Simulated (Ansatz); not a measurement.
# C2H4BF3, SMILES BCC(F)(F)F: a single point from an input written key by key

Computed with the Python package of Ansatz (0.2.0).

The script reads `input.yaml`:
```yaml
crystal:
  periodic: [false, false, false]
  atoms:
    - { symbol: B, position_ang: [-1.4596, 0.2224, 0.0033] }
    - { symbol: C, position_ang: [0.0819, 0.6239, 0.0844] }
    - { symbol: C, position_ang: [1.0001, -0.5907, -0.0591] }
    - { symbol: F, position_ang: [0.8051, -1.2003, -1.2868] }
    - { symbol: F, position_ang: [2.3172, -0.1786, 0.0281] }
    - { symbol: F, position_ang: [0.7517, -1.5044, 0.9509] }
    - { symbol: H, position_ang: [-2.1782, 0.442, 0.9149] }
    - { symbol: H, position_ang: [-1.8912, -0.2834, -0.9733] }
    - { symbol: H, position_ang: [0.3015, 1.3527, -0.7243] }
    - { symbol: H, position_ang: [0.2716, 1.1162, 1.0619] }
basis:
  gaussian: { orbitals: cc-pVDZ }
hamiltonian:
  xc: hf
output:
  forces: true
```

The cells in order, each with its output:

```python
import ansatz as az
import numpy as np
```

```python
session = az.Session.from_deck('input.yaml')
report = session.plan(threads=1).execute().report
```

```python
print(f'E = {report["free_energy_ev"]:.6f} eV = {report["free_energy_ev"] / 27.211386246:.7f} Ha')
print('converged:', report['converged'], ' doubts:', report['published_state_doubts'] or 'none')
symbols = ['B', 'C', 'C', 'F', 'F', 'F', 'H', 'H', 'H', 'H']
```

    E = -10913.714260 eV = -401.0716015 Ha
    converged: True  doubts: none

```python
print('forces (eV/A)')
for symbol, f in zip(symbols, report['forces_ev_ang']):
    print(f'  {symbol:2s} {f[0]:9.4f} {f[1]:9.4f} {f[2]:9.4f}')
charges = report['charge_distribution']
print('dipole moment', round(4.803205 * float(np.linalg.norm(charges['dipole_moment_e_ang'])), 3), 'D')
print('Mulliken:', [(s, round(q, 3)) for s, q in zip(symbols, charges['mulliken_charges_e'])])
```

    forces (eV/A)
      B     0.3419   -0.0123   -0.0980
      C     0.0085   -0.1675    0.4930
      C     0.4695    0.4240   -0.2346
      F     0.8659    0.8306    2.8874
      F    -2.4903   -1.6366   -0.2566
      F     0.8676    1.5633   -2.4339
      H    -0.2778    0.1561    0.2804
      H    -0.1506   -0.2026   -0.3236
      H     0.0663   -0.5389    0.3802
      H     0.2989   -0.4161   -0.6943
    dipole moment 2.427 D
    Mulliken: [('B', 0.227), ('C', -0.189), ('C', 0.803), ('F', -0.294), ('F', -0.299), ('F', -0.299), ('H', -0.058), ('H', -0.037), ('H', 0.078), ('H', 0.069)]

Total energies depend on the basis set; only differences at equal settings carry meaning. The geometry is a force-field or estimated start, not a minimum of this method, and the basis set is short of its limit. Wall time of the script: 1.9 s on 1 thread of AMD EPYC 7B13 (Zen 3), on a shared host, peak memory 0.24 GiB.
